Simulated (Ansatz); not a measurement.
**HF/def2-TZVP run of HNO2 (nitrous acid)**

What is the electronic atomisation energy of HNO2 (nitrous acid) at HF/def2-TZVP? 

The calculation is run with Ansatz 0.2.0.

55 further runs of the same task are left out: 55 set aside as unsound or not needed.

**1. The system as given**

HNO2 has 4 atoms, charge 0, and is taken as a singlet. SMILES: `O=NO`. The coordinates come from a PBE0-D4/def2-TZVP relaxation.

Bond lengths: O1–N2 1.162 Å, N2–O3 1.397 Å, O3–H4 0.967 Å. Angles: O1–N2–O3 111.2°, N2–O3–H4 102.9°.

**2. The energy at HF/def2-TZVP**

Contents of run.yaml:

```yaml
crystal:
  periodic: [false, false, false]
  atoms:
    - {symbol: O, position_ang: [0.413650, 0.047230, 1.437260]}
    - {symbol: N, position_ang: [0.320150, -0.419400, 0.377370]}
    - {symbol: O, position_ang: [-0.362650, 0.434660, -0.492650]}
    - {symbol: H, position_ang: [-0.371140, -0.062490, -1.321980]}
basis:
  gaussian:
    orbitals: def2-TZVP
hamiltonian:
  xc: hf
accuracy: high
output: {orbitals: {seedname: orbitals}}
```

On the command line:

```bash
$ ansatz run run.yaml --threads 1 --pin off --max-ram 3480MiB --events-out events.jsonl --progress --plain --runs-dir runs
```

The program printed:

```text
Warning: RAYON_NUM_THREADS=1 ignored (pool sized by the plan → 1); use --threads N
Functional definition: HF
  name "HF"
  exchange = exact_x
  correlation = 0
1704 factors; integrals over basis functions are off by at most 3.2e-9 eV
mean field evaluation 1: about -5568.4350 eV, gradient 3.8e1 eV
mean field evaluation 2: about -5568.4403 eV, gradient 3.8e1 eV
mean field evaluation 4: about -5570.9811 eV, gradient 3.6e0 eV
mean field evaluation 8: about -5571.0609 eV, gradient 3.7e-1 eV
mean field -5571.06198659 eV, -204.7327518058 hartree, gradient 5.0e-8 eV, S^2 0.000000; 0 other end points of the search recorded, 0 dependent functions left out
reference -5571.06198659 eV, -204.7327518058 hartree; 12, 12 occupied and 87, 87 virtual orbitals, 1704 factors
Total energy: -5571.06198659 eV, -204.7327518058 hartree
```

Run time: 2.2 s. Hardware: 1 thread of Arm Neoverse V1, shared host; peak memory 0.21 GiB.

**3. The H atom at the same level**

Contents of job.yaml:

```yaml
basis:
  gaussian: {orbitals: def2-TZVP}
crystal:
  periodic: [false, false, false]
  atoms:
    - symbol: H
      position_ang: [0.000000, 0.000000, 0.000000]
magnetization: {spin_polarized: true, initial_magnetization: 1}
hamiltonian: {xc: hf}
accuracy: high
```

Run the same way, it converges to -0.49981 Eh (log not shown).

**4. The N atom, same level**

Contents of job.yaml:

```yaml
crystal:
  periodic: [false, false, false]
  atoms:
    - symbol: N
      position_ang: [0.000000, 0.000000, 0.000000]
basis:
  gaussian: {orbitals: def2-TZVP}
hamiltonian: {xc: hf}
magnetization: {spin_polarized: true, initial_magnetization: 3}
accuracy: high
```

Run the same way, it converges to -54.40275 Eh (log not shown).

**5. The O atom at the same level**

Contents of run.yaml:

```yaml
crystal:
  periodic: [false, false, false]
  atoms:
    - {symbol: O, position_ang: [0.000000, 0.000000, 0.000000]}
basis:
  gaussian: {orbitals: def2-TZVP}
magnetization: {spin_polarized: true, initial_magnetization: 2}
hamiltonian: {xc: hf}
accuracy: high
```

Run the same way, it converges to -74.81563 Eh (log not shown).

**6. Results**

At HF/def2-TZVP:

```
                     quantity          value
       molecule: total energy  -204.73275 Eh
        molecule: HOMO energy      -12.43 eV
        molecule: LUMO energy        2.73 eV
      molecule: HOMO–LUMO gap       15.16 eV
         H atom: total energy    -0.49981 Eh
                 H atom: ⟨S²⟩          0.750
         N atom: total energy   -54.40275 Eh
                 N atom: ⟨S²⟩          3.758
         O atom: total energy   -74.81563 Eh
                 O atom: ⟨S²⟩          2.008
electronic atomisation energy       5.414 eV
```

What this shows: Taking the molecule apart into free atoms costs 5.41 eV (125 kcal/mol), before zero-point energy and without spin-orbit coupling. Hartree–Fock lacks the correlation of the bonding pairs, which as a rule makes this value much too low; in minimal bases other errors can mask that.
